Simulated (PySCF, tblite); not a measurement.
# C₅H₄Cl₂O: geometry, infrared bands and NMR shifts

Aim: predict the infrared bands and NMR shifts of C₅H₄Cl₂O (`C=C/C(=C\Cl)C(=O)Cl`).

Computed with tblite 0.8.0 and PySCF 2.14.0, with density-fitted response routines of our own, on a single molecule in the gas phase. Atoms count from 0, in the outputs and in this text.

### Step 1. The starting structure

12 atoms, charge 0, multiplicity 1; geometry from: force field or distance geometry start.

Bonds of the start (Å): C0–C1 1.33, C1–C2 1.43, C2–C3 1.35, C3–Cl4 1.75, C2–C5 1.44, C5–O6 1.26, C5–Cl7 1.75, C0–H8 1.07, C0–H9 1.07, C1–H10 1.08, C3–H11 1.08.

### Step 2. Geometry optimisation with GFN2-xTB

The job: settings as JSON, then the geometry in Å.

```
{"job": {"kind": "relax", "xc": "GFN2-xTB", "basis": "xTB"}, "charge": 0, "multiplicity": 1}
C      1.702500    -1.068100     0.181800
C      1.049300     0.091000     0.199700
C     -0.375500     0.241100     0.140400
C     -0.854500     1.506700     0.170500
Cl     0.214200     2.884600     0.322400
C     -1.356000    -0.811200     0.022300
O     -1.073900    -2.041300    -0.030500
Cl    -3.059600    -0.412900    -0.046000
H      1.237800    -2.034000     0.105200
H      2.772600    -1.049400     0.249100
H      1.662400     0.976300     0.290900
H     -1.918100     1.716400     0.132900
```

Launch:

```console
> OMP_NUM_THREADS=1 python probes_run.py task.json out
```

One launch serves the whole session: the jobs run in the order shown.

**Question.** This job is followed by: GFN2-xTB harmonic vibrations, gas phase; GIAO PBE0/pcSseg-1 NMR shielding, non-relativistic, gas phase. Predict these results of the whole session: strongest single infrared mode (GFN2-xTB); zero-point energy (GFN2-xTB); ¹³C shifts against TMS (PBE0/pcSseg-1); ¹H shifts against TMS (PBE0/pcSseg-1); ³⁵Cl shifts against HCl (PBE0/pcSseg-1); ¹⁷O shifts against H2O (PBE0/pcSseg-1).

**Answer**, as computed:

| quantity | value |
| --- | --- |
| strongest single infrared mode (GFN2-xTB) | 1797 cm⁻¹, 392 km/mol |
| zero-point energy (GFN2-xTB) | 46.5 kcal/mol |
| ¹³C shifts against TMS (PBE0/pcSseg-1) | 170.9, 161.3, 137.5, 133.6, 132.4 ppm |
| ¹H shifts against TMS (PBE0/pcSseg-1) | 8.18, 7.17, 7.04, 6.07 ppm |
| ³⁵Cl shifts against HCl (PBE0/pcSseg-1) | 425, 256 ppm |
| ¹⁷O shifts against H2O (PBE0/pcSseg-1) | 581.6 ppm |

The optimisation took 26 steps and gained 0.370 eV; among the close pairs (by a distance rule), C5–O6 changed most, from 1.263 to 1.187 Å. The lowest mode is imaginary (42i cm⁻¹), so the xTB geometry is not a minimum. The strongest single mode, at 1797 cm⁻¹, moves mainly C5 and O6. GFN2-xTB is a fitted tight-binding method: band positions and strengths are rough. Its intensities can rank the bands wrongly. At PBE0/pcSseg-1: Shielding is most anisotropic at O6 (span 904 ppm, paramagnetic term -645 ppm).
